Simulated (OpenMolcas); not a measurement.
# Ta³⁺ among point charges: CASSCF and CASPT2 levels and susceptibility, part 2 of 2

Aim: the splitting of the states of Ta³⁺ in the field of 4 point charges, its lowest levels with spin-orbit coupling and its magnetic susceptibility.

OpenMolcas 26.06; ANO-RCC-VDZP, DKH2, active space 2 electrons in 5 orbitals (5d), orbitals: per spin and parity. Surroundings: 4 point charges of -0.75 e arranged as a square (D4h), 2 Å from the ion.

## (6) CASPT2: IPEA 0.25, imaginary shift 0.1 (closed shells correlated: 4f 5s 5p)

a.inp

```
>>> COPY JOB001 $Project.JobIph
&CASPT2
Multistate=10 1 2 3 4 5 6 7 8 9 10
NoMult
Frozen=14 9
IPEA=0.25
Imaginary=0.1
MaxIter=60
WThr=0.0 0.3 0.05
PrWF=0.5
NoMix
>>> COPY JOB002 $Project.JobIph
&CASPT2
Multistate=15 1 2 3 4 5 6 7 8 9 10 11 12 13 14 15
NoMult
Frozen=14 9
IPEA=0.25
Imaginary=0.1
MaxIter=60
WThr=0.0 0.3 0.05
PrWF=0.5
NoMix
```

The log of the run:

```text
Orbital specifications:
      -----------------------

      Symmetry species                           1   2
                                                ag  au
      Frozen orbitals                           14   9
      Inactive orbitals                          1  10
      Active orbitals                            5   0
      Secondary orbitals                        16  13
      Deleted orbitals                           0   0
      Number of basis functions                 36  32
Type of calculation                        SS-CASPT2
      Fock operator                              state-specific
      IPEA shift                                 0.25
      Real shift                                 0.00
      Imaginary shift                            0.10
      The input orbitals will be transformed to quasi-canonical
Reference energy:      -15590.7224664370
      E2 (Non-variational):      -0.8526269024
      Shift correction:          -0.0001428859
      E2 (Variational):          -0.8527697882
      Total energy:          -15591.5752362253
      Residual norm:              0.0000001027
      Reference weight:           0.91322
      Contributions to the CASPT2 correlation energy
      Active & Virtual Only:         -0.0031839942
      One Inactive Excited:          -0.0753841206
      Two Inactive Excited:          -0.7740587876
Reference energy:      -15590.7224664370
      E2 (Non-variational):      -0.8526269072
      Shift correction:          -0.0001428859
      E2 (Variational):          -0.8527697931
      Total energy:          -15591.5752362300
      Residual norm:              0.0000001027
      Reference weight:           0.91322
      Contributions to the CASPT2 correlation energy
      Active & Virtual Only:         -0.0031839955
      One Inactive Excited:          -0.0753841241
      Two Inactive Excited:          -0.7740587875
::    CASPT2 Root  1     Total energy: -15591.57523623
::    CASPT2 Root  2     Total energy: -15591.57523623
::    CASPT2 Root  3     Total energy: -15591.56279807
::    CASPT2 Root  4     Total energy: -15591.55599048
::    CASPT2 Root  5     Total energy: -15591.52703767
::    CASPT2 Root  6     Total energy: -15591.52703768
::    CASPT2 Root  7     Total energy: -15591.51805075
::    CASPT2 Root  8     Total energy: -15591.48422606
::    CASPT2 Root  9     Total energy: -15591.48422607
::    CASPT2 Root 10     Total energy: -15591.42589729
Orbital specifications:
      -----------------------

      Symmetry species                           1   2
                                                ag  au
      Frozen orbitals                           14   9
      Inactive orbitals                          1  10
      Active orbitals                            5   0
      Secondary orbitals                        16  13
      Deleted orbitals                           0   0
      Number of basis functions                 36  32
Type of calculation                        SS-CASPT2
      Fock operator                              state-specific
      IPEA shift                                 0.25
      Real shift                                 0.00
      Imaginary shift                            0.10
      The input orbitals will be transformed to quasi-canonical
Reference energy:      -15590.6926879969
      E2 (Non-variational):      -0.8571544241
      Shift correction:          -0.0005257107
      E2 (Variational):          -0.8576801348
      Total energy:          -15591.5503681317
      Residual norm:              0.0000001396
      Reference weight:           0.90513
      Contributions to the CASPT2 correlation energy
      Active & Virtual Only:         -0.0071498507
      One Inactive Excited:          -0.0743705191
      Two Inactive Excited:          -0.7756340543
Reference energy:      -15590.6861992855
      E2 (Non-variational):      -0.8561917187
      Shift correction:          -0.0001734917
      E2 (Variational):          -0.8563652104
      Total energy:          -15591.5425644959
      Residual norm:              0.0000007315
      Reference weight:           0.91091
      Contributions to the CASPT2 correlation energy
      Active & Virtual Only:         -0.0068030250
      One Inactive Excited:          -0.0732122335
      Two Inactive Excited:          -0.7761764602
::    CASPT2 Root  1     Total energy: -15591.55036813
::    CASPT2 Root  2     Total energy: -15591.54256450
::    CASPT2 Root  3     Total energy: -15591.53286348
::    CASPT2 Root  4     Total energy: -15591.53111181
::    CASPT2 Root  5     Total energy: -15591.53111179
::    CASPT2 Root  6     Total energy: -15591.50845868
::    CASPT2 Root  7     Total energy: -15591.49909828
::    CASPT2 Root  8     Total energy: -15591.49215881
::    CASPT2 Root  9     Total energy: -15591.49215878
::    CASPT2 Root 10     Total energy: -15591.48442772
::    CASPT2 Root 11     Total energy: -15591.44669077
::    CASPT2 Root 12     Total energy: -15591.44669080
::    CASPT2 Root 13     Total energy: -15591.42452765
::    CASPT2 Root 14     Total energy: -15591.40168048
::    CASPT2 Root 15     Total energy: -15591.34171751
```

Time for this run: 2.2 s (1 thread of AMD EPYC 9B45 (Zen 5), shared host).

SS-CASPT2: lowest energy less the reference's lowest, -0.8528 hartree; reference weights 0.898 to 0.915.

States without spin-orbit coupling:

```csv
state,degeneracy,E (cm-1),free-ion L (%)
3E,2,0,F (69)
3A2,1,2730,F (87)
3B2,1,4224,F (100)
1B2,1,5458,D (100)
1A1,1,7171,G (86)
1B1,1,9300,D (83)
1E,2,9684,G (92)
3E,2,10578,F (80)
3B1,1,12551,F (100)
1B2,1,14656,G (100)
1A1,1,16710,D (68)
1E,2,18233,D (66)
1B1,1,19930,G (83)
3E,2,19974,F (51)
1E,2,28212,G (74)
3A2,1,32776,P (87)
1A1,1,33077,G (71)
1A2,1,38091,G (100)
1A1,1,51251,S (54)
```

With spin-orbit coupling:

| E (cm-1) | Degeneracy | Label | 2S+1 | g |
| --- | --- | --- | --- | --- |
| 0 | 1 | A1 | 3 |  |
| 1780 | 2 | E | 3 | 0.00 0.00 1.94 |
| 2470 | 1 | B1 | 3 |  |
| 3000 | 1 | A2 | 3 |  |
| 3430 | 1 | B2 | 3 |  |
| 7200 | 2 | E | 3 | 0.00 0.00 1.82 |
| 7370 | 1 | B2 | 3 |  |
| 7580 | 1 | A1 | 3 |  |
| 7810 | 2 | E | 3 | 0.00 0.00 0.41 |
| 8860 | 1 | B1 | 3 |  |
| 11630 | 1 | B1 | 3 |  |
| 12600 | 1 | A1 | 1 |  |
| 13920 | 2 | E | 3 | 0.00 0.00 1.99 |
| 14840 | 1 | B2 | 3 |  |
| 15150 | 2 | E | 3 | 0.00 0.00 1.08 |
| 15150 | 1 | B1 | 1 |  |
| 16070 | 1 | A1 | 3 |  |
| 16210 | 1 | B2 | 3 |  |
| 16650 | 1 | A2 | 3 |  |
| 17510 | 2 | E | 3 | 0.00 0.00 4.44 |
| 19690 | 1 | B2 | 1 |  |
| 20970 | 2 | E | 1 | 0.00 0.00 0.72 |
| 21030 | 1 | A1 | 1 |  |
| 23040 | 1 | B1 | 1 |  |

Powder χT (cm³ K/mol): 0.00 at 2 K, 0.00 at 5 K, 0.00 at 10 K, 0.00 at 20 K, 0.01 at 50 K, 0.01 at 100 K, 0.02 at 150 K, 0.03 at 200 K, 0.03 at 250 K, 0.04 at 300 K.

## (7) The methods side by side

A. CASSCF
B. SS-CASPT2, IPEA 0.25, imaginary shift 0.1 (closed shells correlated: 4f 5s 5p)

```csv
method,ground state,first state of that spin (cm-1),first gap with spin-orbit (cm-1),χT at 300 K
A,3E,3A2 1935,1680.9,0.04
B,3E,3A2 2730,1782.1,0.04
```

## (8) Results

What follows sums up all 2 parts.

```
                                            quantity                                                                           value
                                              method  SS-CASPT2, IPEA 0.25, imaginary shift 0.1 (closed shells correlated: 4f 5s 5p)
                              spin-free ground state                                                  3E, 2-fold in its orbital part
first state of the same spin within the active space                                                                3A2 at 2730 cm⁻¹
                                        lowest level                                                                       1-fold A1
                                          next level                                                                     1782.1 cm⁻¹
                                         χT at 300 K                                                                  0.04 cm³ K/mol
                           effective moment at 300 K                                                                         0.57 μB
```

Cost by method:

```csv
method,time of its own steps,time with the reference
A. CASSCF,3.4 s,3.4 s
"B. SS-CASPT2, IPEA 0.25, imaginary shift 0.1, +4f 5s 5p",2.2 s,5.6 s
```

Times are of one thread on a shared host.

In words: The spin-free ground state (3E) comes to 69 % from free-ion F terms and keeps the highest spin of the shell. χT at 300 K is 0.04, against 1.00 cm³ K/mol for the spin alone, so spin-orbit coupling lowers it. The field of point charges can differ much from that of real complexes. Point charges carry no covalency, so the field is a model and not that of real ligands.
